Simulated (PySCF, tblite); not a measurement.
# C3H7F2Si radical: geometry, infrared bands and EPR parameters

Aim: predict the infrared bands and EPR parameters of C3H7F2Si radical (`C[C](F)C[SiH2]F`).

The runs use tblite 0.8.0 and PySCF 2.14.0, with density-fitted response routines of our own; the level of theory stands in each step. All values are computed, except where a source is named. Atoms are numbered from 0 throughout.

## Step 1: The starting structure

13 atoms, charge 0, multiplicity 2; geometry from: force field or distance geometry start.

Bonds of the start (Å): C0–C1 1.49, C1–F2 1.35, C1–C3 1.49, C3–Si4 1.85, Si4–F5 1.61, C0–H6 1.10, C0–H7 1.09, C0–H8 1.09, C3–H9 1.10, C3–H10 1.10, Si4–H11 1.49, Si4–H12 1.49.

## Step 2: Optimising the geometry with GFN2-xTB

Job settings and geometry (Å):

```
{"job": {"kind": "relax", "xc": "GFN2-xTB", "basis": "xTB"}, "charge": 0, "multiplicity": 2}
C      1.725500     0.702500    -0.339400
C      0.563300     0.658000     0.596500
F      0.342800     1.698700     1.428300
C     -0.292800    -0.557700     0.704400
Si    -1.729800    -0.628300    -0.463800
F     -1.152600    -0.687900    -1.969300
H      2.235300     1.667900    -0.252100
H      1.384000     0.602000    -1.368200
H      2.438100    -0.094300    -0.115400
H      0.324000    -1.460500     0.587800
H     -0.687400    -0.614300     1.733600
H     -2.610000     0.561800    -0.337300
H     -2.544800    -1.847300    -0.222800
```

Launch:

```bash
$ OMP_NUM_THREADS=1 python probes_run.py task.json out
```

This one command runs all jobs of the session in turn.

**Question.** This job is followed by: GFN2-xTB harmonic vibrations, gas phase; UKS B3LYP, pcH-1 on C F H Si, non-relativistic, mean-field spin-orbit, GIAO. What will the session give for the following? strongest single infrared mode (GFN2-xTB); zero-point energy (GFN2-xTB); g(iso) (B3LYP); ⟨S²⟩; largest a(iso) (averaged by class); potential on the surface of density 0.002 e/bohr³, 1st and 99th percentile.

As calculated:

| quantity | value |
| --- | --- |
| strongest single infrared mode (GFN2-xTB) | 2342 cm⁻¹, 329 km/mol |
| zero-point energy (GFN2-xTB) | 56.2 kcal/mol |
| g(iso) (B3LYP) | 2.00352 |
| ⟨S²⟩ | 0.754 (exact 0.75) |
| largest a(iso) (averaged by class) | 13C on C1, 184.5 MHz |
| potential on the surface of density 0.002 e/bohr³, 1st and 99th percentile | -1.01 V and 1.50 V |

What this shows: Relaxing lowered the energy by 0.189 eV in 81 steps; the close pair that moved most is C3–Si4, from 1.853 to 1.932 Å. No mode is imaginary among the 33: a minimum at this level. The strongest single mode, at 2342 cm⁻¹, moves mainly H12. GFN2-xTB is a fitted tight-binding method: band positions and strengths are rough. Its intensities can rank the bands wrongly. Most of the unpaired spin sits on C1 (0.88 e). The isotropic g lies 1.2 ppt above the free-electron value. These values are for one conformer; the search (at its own cheap level) found 2 more, at 0.02, 2.17 kcal/mol (those within 0.05 may be mirror or relabelled copies), and measured spectra average over such forms.
